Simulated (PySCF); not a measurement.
# CoNF: relaxation and vibrations of the doublet

The task is one start of a wider search on CoNF: the doublet, from a linear start. It is relaxed, tested by its Hessian and followed downhill if it is a saddle.

Method: PBE0, basis Co def2-TZVP, N def2-TZVP, F def2-TZVP, no relativity, density fitting; program: PySCF 2.14.0.

### 1 Where the work starts

3 atoms, charge 0, spin multiplicity 2.

Bond lengths: Co1–N2 1.630 Å, Co1–F3 1.750 Å. Angles: N2–Co1–F3 180.0°.

```xyz
3
charge 0 multiplicity 2
Co    0.0000    0.0000    0.0000
N     0.0000    0.0000   -1.6300
F     0.0000    0.0000    1.7500
```

### 2 Finding the electronic state

One driver script runs all steps and calls PySCF; scf.py shows how it sets up the SCF of each step. The optimiser is the driver's own. After this first run the driver tries any further starts and a stability analysis.

scf.py reads:

```python
from pyscf import gto, scf, dft
mol = gto.M(atom='''
Co     0.000000     0.000000     0.000000
N      0.000000     0.000000    -1.630000
F      0.000000     0.000000     1.750000''',
    basis={'Co': 'def2-TZVP', 'N': 'def2-TZVP', 'F': 'def2-TZVP'},
    charge=0, spin=1)
mf = dft.UKS(mol, xc='PBE0')
mf.grids.atom_grid = (50, 194)
aux = {'Co': 'def2-universal-JKFIT', 'N': 'def2-universal-JKFIT', 'F': 'def2-universal-JKFIT'}
mf = mf.density_fit(auxbasis=aux)
mf.conv_tol = 1e-08
mf.diis_space = 10
mf.max_cycle = 60
mf.init_guess = 'minao'
mf.verbose = 4
mf.kernel()
```

Started as:

```console
$ OMP_NUM_THREADS=4 python axn.py task.json out
```

The runs that follow: Relaxing the doublet from the linear start; Frequencies.

Before running it: what results should come out? Wanted: minimum; geometry; wavenumbers; dipole moment; highest occupied, lowest empty level; polar-tensor charge of Co1; zero-point energy; atomisation energy; ⟨S²⟩.

The runs gave:

| quantity | value |
| --- | --- |
| minimum | broken-symmetry (Ms = 1/2), C∞v |
| geometry | Co–F 1.746 Å, Co–N 1.766 Å; F–Co–N 180.0° |
| wavenumbers (cm⁻¹) | 133, 133, 517, 700 |
| dipole moment | 0.70 D |
| highest occupied, lowest empty level (either spin) | -7.85, -4.05 eV |
| polar-tensor charge of Co1 | +1.24 e |
| zero-point energy | 8.9 kJ/mol |
| entropy at 298.15 K | 266.7 J/(mol K) |
| atomisation energy (no zero-point energy) | 672 kJ/mol |
| ⟨S²⟩ | 2.430 |

In words: The molecule stays C∞v, as typed, and the end point is a minimum. The determinant is spin-contaminated (⟨S²⟩ = 2.43 against 0.75), so it is no pure spin state. The strongest infrared band lies at 700 cm⁻¹ (stretch). The first SCF alone would have been 97 kJ/mol too high. Other starts or spin states, not run here, may lie lower. The SCF density has lower symmetry than the nuclear frame. One determinant may miss the lowest occupation of an open d or f shell.
